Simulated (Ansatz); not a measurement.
# CoO: the cost of one run

Computed with Ansatz 0.2.0 (DFT PBEsol, scalar-relativistic, plane waves, PAW, unless a step's input says otherwise).

**1. The starting structure**

Symmetry: I4/mmm, No. 139, tetragonal system. The conventional cell has a = 3.016 Å, b = 3.016 Å, c = 4.214 Å, α = 90.00°, β = 90.00°, γ = 90.00°. Around Co (site symmetry 4/mmm) lie 6 O at 2.11 to 2.13 Å. O (site symmetry 4/mmm) is surrounded by 6 Co at 2.11 to 2.13 Å.

As a file:

```cif
data_structure
_symmetry_space_group_name_H-M 'P 1'
_symmetry_Int_Tables_number 1
_cell_length_a 2.9981
_cell_length_b 2.9981
_cell_length_c 2.9981
_cell_angle_alpha 119.605
_cell_angle_beta 119.605
_cell_angle_gamma 90.686
_cell_volume 19.17
loop_
_atom_site_label
_atom_site_type_symbol
_atom_site_fract_x
_atom_site_fract_y
_atom_site_fract_z
_atom_site_occupancy
Co1 Co 0.00000 0.00000 0.00000 1
O1 O 0.50000 0.50000 0.00000 1
```

The structure comes from the Crystallography Open Database.

(A quick probe on a coarse mesh, which set the mesh and smearing, is not shown.)

**3. Rough relaxation on the coarse mesh**

The input, input.yaml:

```yaml
crystal:
  lattice:
    - [-1.5080001529, 1.5080001529, 2.1072499549]
    - [1.5080001529, -1.5080001529, 2.1072499549]
    - [1.5080001529, 1.5080001529, -2.1072499549]
  atoms:
    - { symbol: Co, position: [0.0, 0.0, 0.0], spin: 2.71 }
    - { symbol: O, position: [0.5, 0.5, 0.0], spin: 0.36 }
basis:
  ecutwfc: 420
kpoints:
  mp_grid: { grid: [10, 10, 10] }
hamiltonian:
  xc: pbesol
scf:
  occupations: { method: gaussian, width: 0.1 }
output:
  forces: true
  stress: true
  eigenvalues: true
  populations: true
magnetization:
  spin_polarized: true
relax:
  adjacent_minimum: "off"
  f_tol: 0.05
  max_steps: 80
  cell: { stress_tol: 0.5 }
```

On the command line:

```
$ ansatz run input.yaml --threads 1 --pin off --max-ram 2560MiB --backend cpu --events-out ev --progress --plain --runs-dir out
```

What time and memory should one allow on 1 thread of Intel Xeon Platinum 8488C (Sapphire Rapids), shared host?

About 19 s, with a peak of 0.43 GiB.
